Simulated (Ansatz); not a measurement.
# C2H11NOSi2: the cost of one run

All numbers below are computed with Ansatz 0.2.0 (RKS PBE-D4/STO-3G).

1 further run of the same task is left out (it didn't finish).

### 1 The system as given

Bond lengths (14 of 16 bonds, heavy atoms first): C1–C2 1.476 Å, C2–Si3 1.860 Å, Si3–O4 1.668 Å, Si3–Si5 2.382 Å, Si5–N6 1.737 Å, C1–H7 1.146 Å, C1–H8 1.074 Å, C1–H9 1.029 Å, C2–H10 1.102 Å, C2–H11 1.117 Å, Si3–H12 1.470 Å, O4–H13 0.998 Å, Si5–H14 1.438 Å, Si5–H15 1.501 Å. Angles (14 of 28 angles, heavy atoms first): C1–C2–Si3 114.3°, C2–Si3–O4 115.7°, C2–Si3–Si5 107.2°, O4–Si3–Si5 105.7°, Si3–Si5–N6 110.2°, C1–C2–H10 107.9°, C1–C2–H11 110.2°, Si3–C2–H10 109.5°, Si3–C2–H11 109.5°, C2–C1–H7 110.0°, C2–C1–H8 111.3°, C2–C1–H9 115.5°, C2–Si3–H12 111.5°, O4–Si3–H12 109.1°.

Coordinates:

```xyz
17

C    -2.5195   -0.8058   -0.8392
C    -1.3248   -0.7146    0.0225
Si    0.2004   -0.0994   -0.8463
O     0.1344    1.4721   -1.4002
Si    1.9810   -0.1521    0.7346
N     2.0560    1.3491    1.6059
H    -2.8006    0.2344   -1.2301
H    -3.3816   -1.1135   -0.2780
H    -2.4250   -1.4116   -1.6662
H    -1.1311   -1.7158    0.4414
H    -1.5358   -0.0666    0.9070
H     0.5804   -0.9842   -1.9568
H    -0.1086    2.1726   -0.7323
H     3.2763   -0.2646    0.1208
H     1.7826   -1.2319    1.7579
H     2.7179    1.2612    2.3979
H     2.4789    2.0703    1.0014
```

### 2 End point A

input.yaml reads:

```yaml
crystal:
  periodic: [false, false, false]
  atoms:
    - { symbol: C, position_ang: [-2.5195, -0.8058, -0.8392] }
    - { symbol: C, position_ang: [-1.3248, -0.7146, 0.0225] }
    - { symbol: Si, position_ang: [0.2004, -0.0994, -0.8463] }
    - { symbol: O, position_ang: [0.1344, 1.4721, -1.4002] }
    - { symbol: Si, position_ang: [1.981, -0.1521, 0.7346] }
    - { symbol: "N", position_ang: [2.056, 1.3491, 1.6059] }
    - { symbol: H, position_ang: [-2.8006, 0.2344, -1.2301] }
    - { symbol: H, position_ang: [-3.3816, -1.1135, -0.278] }
    - { symbol: H, position_ang: [-2.425, -1.4116, -1.6662] }
    - { symbol: H, position_ang: [-1.1311, -1.7158, 0.4414] }
    - { symbol: H, position_ang: [-1.5358, -0.0666, 0.907] }
    - { symbol: H, position_ang: [0.5804, -0.9842, -1.9568] }
    - { symbol: H, position_ang: [-0.1086, 2.1726, -0.7323] }
    - { symbol: H, position_ang: [3.2763, -0.2646, 0.1208] }
    - { symbol: H, position_ang: [1.7826, -1.2319, 1.7579] }
    - { symbol: H, position_ang: [2.7179, 1.2612, 2.3979] }
    - { symbol: H, position_ang: [2.4789, 2.0703, 1.0014] }
basis:
  gaussian: { orbitals: STO-3G }
hamiltonian:
  xc: pbe
  dispersion: d4
relax:
  f_tol: 0.02
  max_steps: 50
```

The run is started by

```console
> ansatz run input.yaml --threads 1 --pin off --max-ram 2048MiB --backend cpu --events-out ev --progress --plain --runs-dir out
```

What time and memory should one allow on 1 thread of Arm Neoverse V2, shared host?

About 73 s, with a peak of 0.15 GiB.
